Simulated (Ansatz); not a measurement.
# Ag: stress in a strained cell

Aim: deform Ag (equal xy, yz and zx engineering shear strains of +2 %) and compute stress, forces and field gradients with LAPW, PAW and all-electron datasets made for the crystal.

Program: Ansatz 0.2.0. Level of theory: DFT LDA, scalar-relativistic. These are calculated values, not measurements.

**1. The starting structure**

The structure is hexagonal, space group P6_3/mmc (No. 194). Conventional cell: a = 2.930 Å, b = 2.930 Å, c = 4.790 Å, α = 90.00°, β = 90.00°, γ = 120.00°. Ag (site symmetry -6m2) has 12 Ag at 2.93 Å as nearest neighbours.

As a file:

```cif
data_structure
_symmetry_space_group_name_H-M 'P 1'
_symmetry_Int_Tables_number 1
_cell_length_a 2.9300
_cell_length_b 2.9300
_cell_length_c 4.7900
_cell_angle_alpha 90.000
_cell_angle_beta 90.000
_cell_angle_gamma 120.000
_cell_volume 35.61
loop_
_atom_site_label
_atom_site_type_symbol
_atom_site_fract_x
_atom_site_fract_y
_atom_site_fract_z
_atom_site_occupancy
Ag1 Ag 0.33333 0.66667 0.25000 1
Ag2 Ag 0.66667 0.33333 0.75000 1
```

Atoms are numbered in the order of the input: Ag1, Ag2.

**2. After the deformation**

Space group P6_3/mmc before, P-1 after.

**3. LAPW, all electrons**

input.yaml reads:

```yaml
crystal:
  lattice:
    - [2.9299980804, 0.0292999808, 0.0292999808]
    - [-1.4396245125, 2.5228027803, 0.0107245373]
    - [0.0479, 0.0479, 4.79]
  atoms:
    - { symbol: Ag, position: [0.3333333333, 0.6666666667, 0.25] }
    - { symbol: Ag, position: [0.6666666667, 0.3333333333, 0.75] }
kpoints:
  mp_grid: { grid: [14, 14, 8] }
  band_path:
    path:
      - [0.0, 0.0, 0.0]
      - [0.0, -0.5, 0.0]
      - [0.0, 0.0, 0.5]
      - [0.0, 0.0, 0.0]
      - [-0.5, 0.0, 0.0]
      - [-0.5, 0.5, -0.5]
      - [0.0, 0.0, 0.0]
      - [-0.5, 0.0, -0.5]
      - [-0.5, 0.5, 0.0]
    npoints: 5
scf:
  occupations: { method: fermi_dirac, width: 0.05 }
hamiltonian:
  xc: lda
  pseudopotentials: { kind: all_electron, lapw: { basis_error: 0.00025 } }
output:
  forces: true
  stress: true
  eigenvalues: true
```

The run is started by

```bash
> ansatz run input.yaml --threads 1 --pin off --max-ram 3072MiB --backend cpu --events-out ev --progress --plain --runs-dir out
```

**4. Frozen-core PAW**

input.yaml reads:

```yaml
crystal:
  lattice:
    - [2.9299980804, 0.0292999808, 0.0292999808]
    - [-1.4396245125, 2.5228027803, 0.0107245373]
    - [0.0479, 0.0479, 4.79]
  atoms:
    - { symbol: Ag, position: [0.3333333333, 0.6666666667, 0.25] }
    - { symbol: Ag, position: [0.6666666667, 0.3333333333, 0.75] }
kpoints:
  mp_grid: { grid: [14, 14, 8] }
scf:
  occupations: { method: fermi_dirac, width: 0.05 }
hamiltonian:
  xc: lda
  pseudopotentials: { kind: paw }
output:
  forces: true
  stress: true
  eigenvalues: true
  efg: { contact_densities: true }
```

**5. All-electron PAW on datasets made for the crystal**

Changes to input.yaml since step 4:

```diff
@@ -14,3 +14,3 @@
   xc: lda
-  pseudopotentials: { kind: paw }
+  pseudopotentials: { kind: all_electron, datasets: crystal }
 output:
```

(Steps that only read results are left out.)

Q: Predict the outcome of this session. Wanted: pressure; largest shear or deviatoric stress.

**Answer**, as computed:

| quantity | value |
| --- | --- |
| pressure | LAPW -10.51, PAW -10.51, crystal datasets -10.51 GPa |
| largest shear or deviatoric stress (LAPW) | 0.51 GPa |

**Reading.** The largest part of the stress beyond the pressure is 0.51 GPa in size; the atoms are carried along and not relaxed. No run of the undeformed cell stands beside it, so the pressure holds what the given cell had before the change. PAW: stress within 0.01 GPa of LAPW. Crystal datasets: stress within 0.01 GPa of LAPW.
